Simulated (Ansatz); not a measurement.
**AlBH4Te (SMILES B[Te][AlH2]): one structure at several levels**

An exercise on one series of results from a longer session: the logs are not shown, and one member is left open.

Program: Ansatz 0.2.0, Gaussian basis. Level of theory: single points in def2-TZVPP. These are calculated values, not measurements.

Correlated methods freeze the cores. Filled d shells of the heavier atoms are correlated. Core potentials replace the inner electrons past krypton, and spin-orbit coupling is left out.

## Starting geometry

SMILES `B[Te][AlH2]`, 7 atoms, charge 0, spin multiplicity 1.

Atoms are counted from 1 here; the program's logs count them from 0.

Bond lengths: B1–Te2 2.095 Å, B1–H4 1.214 Å, B1–H5 1.338 Å, Te2–Al3 2.498 Å, Al3–H6 1.548 Å, Al3–H7 1.631 Å. Angles: Te2–B1–H4 127.7°, Te2–B1–H5 120.4°, H4–B1–H5 110.9°, B1–Te2–Al3 79.0°, Te2–Al3–H6 128.5°, Te2–Al3–H7 123.4°, H6–Al3–H7 108.0°.

As a file:

```mol
AlBH4Te
  3D, bonds by distance, orders not assigned

  7  6  0  0  0  0  0  0  0  0999 V2000
   -1.2578   -0.6049   -0.6802 B   0  0
   -0.2884    0.9962   -1.6221 Te  0  0
    1.1482    0.6906    0.3981 Al  0  0
   -2.2783   -1.1628   -1.0270 H   0  0
   -0.9112   -0.9704    0.5598 H   0  0
    2.4981   -0.0585    0.5177 H   0  0
    0.7732    1.2933    1.8662 H   0  0
  1  2  8  0
  1  4  8  0
  1  5  8  0
  2  3  8  0
  3  6  8  0
  3  7  8  0
M  END
```

Set-up of the first run:

Contents of run/in.yaml:

```yaml
crystal:
  periodic: [false, false, false]
  atoms:
    - {symbol: B, position_ang: [-1.257800, -0.604900, -0.680200]}
    - {symbol: Te, position_ang: [-0.288400, 0.996200, -1.622100]}
    - {symbol: Al, position_ang: [1.148200, 0.690600, 0.398100]}
    - {symbol: H, position_ang: [-2.278300, -1.162800, -1.027000]}
    - {symbol: H, position_ang: [-0.911200, -0.970400, 0.559800]}
    - {symbol: H, position_ang: [2.498100, -0.058500, 0.517700]}
    - {symbol: H, position_ang: [0.773200, 1.293300, 1.866200]}
basis:
  gaussian: {orbitals: def2-TZVPP}
correlation: {method: ccsd_t}
output: {forces: true}
```

No record of the launch command was kept for these runs.

Steps of the session up to this table: CCSD(T)/def2-TZVPP; PBE0-D4/def2-TZVPP; wB97M-V/def2-TZVPP; r2SCAN-D4/def2-TZVPP; PBE-D4/def2-TZVPP; BLYP-D4/def2-TZVPP; LC-wPBE/def2-TZVPP.

One table of the session follows, with a row left open; its other results are not shown here.

```
   method  RMS force component (eV/Å)  angle to CCSD(T) forces (°)  dipole (D)
  CCSD(T)                       0.874                    reference        1.06
  PBE0-D4                           ?                            ?           ?
  wB97M-V                       0.870                          4.3        0.93
r2SCAN-D4                       0.860                          2.4        1.02
   PBE-D4                       0.826                          7.4        1.13
  BLYP-D4                       0.898                          7.4        1.17
  LC-wPBE                       0.837                          8.3        0.81
```

Estimate the missing values for PBE0-D4.

The run gave: RMS force component (eV/Å): 0.847; angle to CCSD(T) forces (°): 3.1; dipole (D): 0.98. In the column «RMS force component (eV/Å)» it lies between LC-wPBE (0.837) and r2SCAN-D4 (0.860).
